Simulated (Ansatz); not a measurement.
This script makes an all-electron equation of state of Mo, space group Im-3m with Ansatz 0.2.0, Python API.

`eos_lapw_mo.py`:
```python
"""All-electron equation of state of Mo."""

import ansatz as az
from ase.eos import EquationOfState
from ase.units import GPa
import numpy as np

vectors0 = np.array([
    [-1.57342, 1.57342, 1.57342],
    [1.57342, -1.57342, 1.57342],
    [1.57342, 1.57342, -1.57342],
])
sites = [
    ("Mo", [0.0, 0.0, 0.0]),
]


def build(cell):
    crystal = az.Crystal(lattice=az.Lattice.of(cell))
    for symbol, position in sites:
        crystal = crystal.atom(symbol, position)
    return crystal


def main() -> None:
    volumes, energies = [], []
    for scale in np.linspace(0.94, 1.06, 7):
        cell = vectors0 * scale ** (1 / 3)
        model = (
            build(cell).calculation()
            .functional(az.Functional.PBESOL)
            .occupations("fermi_dirac", width=100 * az.meV)
            .kpoints(13, 13, 13)
            .pseudopotentials("all_electron", lapw=True, basis_error=0.001)
        )
        rep = model.run().report
        volumes.append(abs(np.linalg.det(cell)) / len(sites))
        energies.append(rep["free_energy_ev"] / len(sites))
        print(f"{scale:.3f} {volumes[-1]:9.4f} A^3/atom {energies[-1]:16.5f} eV/atom  (estimated basis error {1000 * rep['lapw_basis_errors']['total_ev_per_atom']:.2f} meV/atom)")
    v0, e0, bulk = EquationOfState(volumes, energies, eos="birchmurnaghan").fit()
    print(f"V0 = {v0:.4f} A^3/atom, B0 = {bulk / GPa:.1f} GPa")


if __name__ == "__main__":
    main()
```

From its runs, with one value withheld:

| V (Å³/atom) | F less the lowest row shown (meV/atom) |
| --- | --- |
| 14.646 | ? |
| 14.958 | 7.50 |
| 15.269 | 0.00 |
| 15.581 | 3.72 |
| 15.893 | 17.51 |
| 16.204 | 40.36 |
| 16.516 | 71.36 |

What is the missing energy at 14.646 Å³ an atom?

A third-order Birch-Murnaghan fit, E = E0 + (9 V0 B0 / 16) [(t - 1)³ B' + (t - 1)² (6 - 4t)] with t = (V0/V)^(2/3), through the 6 rows shown gives V0 = 15.317 Å³, B0 = 278.6 GPa, B' = 4.25 and E0 = -0.13 meV. At V = 14.646 Å³, t = 1.03030, and the fit extrapolates to 27.49 meV. The run gave 27.51 meV, a miss of 0.02 meV.

The mesh is modest for a metal, so energies can be off by several to tens of meV an atom and pressures by half a GPa or more; differences at equal mesh fare better. Hardware and time: 38 s on 1 thread of Arm Neoverse V1 (shared host), peak memory 0.35 GiB.
